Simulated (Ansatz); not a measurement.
## NaLaMnMoO6 in Ansatz: convergence with k mesh

Input of the first run (k mesh 2 × 2 × 2); the others differ in this setting and in those tied to it:

File input.yaml:

```yaml
crystal:
  lattice:
    - [-2.72294, 2.72294, 3.89889]
    - [2.72294, -2.72294, 3.89889]
    - [2.72294, 2.72294, -3.89889]
  atoms:
    - { symbol: Na, position: [0.25, 0.75, 0.5] }
    - { symbol: La, position: [0.75, 0.25, 0.5] }
    - { symbol: Mn, position: [0.5, 0.5, 0.0], spin: 4.0 }
    - { symbol: Mo, position: [0.0, 0.0, 0.0], spin: 1.0 }
    - { symbol: O, position: [0.20766, 0.29607, 0.50371] }
    - { symbol: O, position: [0.29605, 0.79234, 0.08841] }
    - { symbol: O, position: [0.79236, 0.70395, 0.49629] }
    - { symbol: O, position: [0.70393, 0.20764, 0.91159] }
    - { symbol: O, position: [0.25194, 0.25194, 0.0] }
    - { symbol: O, position: [0.74806, 0.74806, 0.0] }
hamiltonian:
  xc: pbe
  pseudopotentials: { kind: paw }
magnetization:
  spin_polarized: true
kpoints:
  mp_grid: { grid: [2, 2, 2] }
scf:
  occupations: { method: fermi_dirac, width: 0.05 }
output:
  forces: true
  stress: true
  eigenvalues: true
```

Potentials or basis: Ansatz PAW.

Launch:

```console
$ ansatz run input.yaml --threads 8 --pin off --max-ram 20480MiB --backend cpu --events-out ev --progress --plain --runs-dir out
```

The cell was built by a generator and needn't be a form met in nature.

Hardware: 8 threads of Arm Neoverse V1, with other jobs on the host.

Task: The values tried are 2 × 2 × 2, 3 × 3 × 3, 4 × 4 × 4, 5 × 5 × 5, 6 × 6 × 6, 8 × 8 × 8, 10 × 10 × 10, 11 × 11 × 11, loosest first. From which on does the absolute moment stay within 0.02 μB of the tightest run that finished?

Result: From 8 × 8 × 8 on.

```tsv
k mesh	energy less the tightest run, at zero smearing (meV/atom)	pressure (GPa)	largest force (eV/Å)	absolute moment (μB)	SCF cycles	CPU time (s)	peak memory (GiB)
2 × 2 × 2	-5.52	2.16	0.423	4.04	15	10	0.56
3 × 3 × 3	-5.32	-0.43	0.149	3.45	17	22	0.61
4 × 4 × 4	-0.89	-0.65	0.130	3.31	16	42	0.68
5 × 5 × 5	1.05	0.50	0.118	3.53	15	65	0.73
6 × 6 × 6	-0.25	-0.12	0.046	3.42	17	110	0.82
8 × 8 × 8	0.03	0.05	0.010	3.46	16	230	1.1
10 × 10 × 10	-0.09	0.03	0.017	3.46	16	430	1.5
11 × 11 × 11	0.00	0.06	0.014	3.46	17	590	1.9
```

Against the tightest run, the energy stays within 1 meV/atom from 6 × 6 × 6 on; the pressure stays within 0.1 GPa from 8 × 8 × 8 on; the largest force stays within 0.005 eV/Å from 8 × 8 × 8 on. Meshes of other sizes hit other points, so gaps and Fermi surfaces needn't settle smoothly. The tightest run that finished is the yardstick and may itself not be fully converged.

Caveat, for the tightest run too: the pressure holds a Pulay correction of +0.6 GPa for the finite cutoff; a cell with one magnetic atom can't hold antiferromagnetic order, which such compounds often take; semilocal functionals often make such compounds metallic where correlation or magnetic order opens a gap, which also shifts bond lengths; the starting moments weren't kept. The run has no spin-orbit coupling, so splittings on La are missing.
